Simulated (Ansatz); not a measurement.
**AsBH4S (SMILES BS[AsH2]): one structure at several levels**

An exercise on one series of results from a longer session: the logs are not shown, and one member is left open.

Program: Ansatz 0.2.0, Gaussian basis. Level of theory: single points in def2-TZVPP. These are calculated values, not measurements.

Correlated methods freeze the cores. Filled d shells of the heavier atoms are correlated. B3LYP uses VWN-RPA correlation.

### The system as given

SMILES `BS[AsH2]`, 7 atoms, charge 0, spin multiplicity 1.

Atoms are counted from 1 here; the program's logs count them from 0.

Bond lengths: B1–S2 1.820 Å, B1–H4 1.091 Å, B1–H5 1.174 Å, S2–As3 2.231 Å, As3–H6 1.498 Å, As3–H7 1.528 Å. Angles: S2–B1–H4 119.1°, S2–B1–H5 119.4°, H4–B1–H5 121.4°, B1–S2–As3 83.9°, S2–As3–H6 98.5°, S2–As3–H7 97.3°, H6–As3–H7 87.7°.

As a file:

```mol
AsBH4S
  3D, bonds by distance, orders not assigned

  7  6  0  0  0  0  0  0  0  0999 V2000
   -1.0497    0.1462   -0.2557 B   0  0
   -0.7034   -1.3288    0.7521 S   0  0
    1.4126   -0.6356    0.6104 As  0  0
   -1.0872    0.0501   -1.3416 H   0  0
   -1.2636    1.1707    0.2756 H   0  0
    1.1877    0.8185    0.8936 H   0  0
    1.4037   -0.2843   -0.8765 H   0  0
  1  2  8  0
  1  4  8  0
  1  5  8  0
  2  3  8  0
  3  6  8  0
  3  7  8  0
M  END
```

Set-up of the first run:

Contents of run/in.yaml:

```yaml
crystal:
  periodic: [false, false, false]
  atoms:
    - {symbol: B, position_ang: [-1.049700, 0.146200, -0.255700]}
    - {symbol: S, position_ang: [-0.703400, -1.328800, 0.752100]}
    - {symbol: As, position_ang: [1.412600, -0.635600, 0.610400]}
    - {symbol: H, position_ang: [-1.087200, 0.050100, -1.341600]}
    - {symbol: H, position_ang: [-1.263600, 1.170700, 0.275600]}
    - {symbol: H, position_ang: [1.187700, 0.818500, 0.893600]}
    - {symbol: H, position_ang: [1.403700, -0.284300, -0.876500]}
basis:
  gaussian: {orbitals: def2-TZVPP}
correlation: {method: ccsd_t}
output: {forces: true}
```

The command line of these runs was not kept.

Among the steps run: CCSD(T)/def2-TZVPP; PBE0-D4/def2-TZVPP; wB97M-V/def2-TZVPP; r2SCAN-D4/def2-TZVPP; PBE-D4/def2-TZVPP; LC-wPBE/def2-TZVPP; B3LYP-D4/def2-TZVPP.

One of the session's tables, all rows but one given; the rest of the session is left out.

| method | RMS force component (eV/Å) | angle to CCSD(T) forces (°) | dipole (D) |
| --- | --- | --- | --- |
| CCSD(T) | 0.924 | reference | 1.38 |
| PBE0-D4 | 0.950 | 6.3 | 1.49 |
| wB97M-V | 0.890 | 3.0 | 1.43 |
| r2SCAN-D4 | ? | ? | ? |
| PBE-D4 | 0.989 | 9.8 | 1.52 |
| LC-wPBE | 0.961 | 11.5 | 1.51 |
| B3LYP-D4 | 0.894 | 6.3 | 1.45 |

Estimate the missing values for r2SCAN-D4.

**Answer.** RMS force component (eV/Å): 0.930; angle to CCSD(T) forces (°): 5.1; dipole (D): 1.48. In the column «RMS force component (eV/Å)» it lies between CCSD(T) (0.924) and PBE0-D4 (0.950).
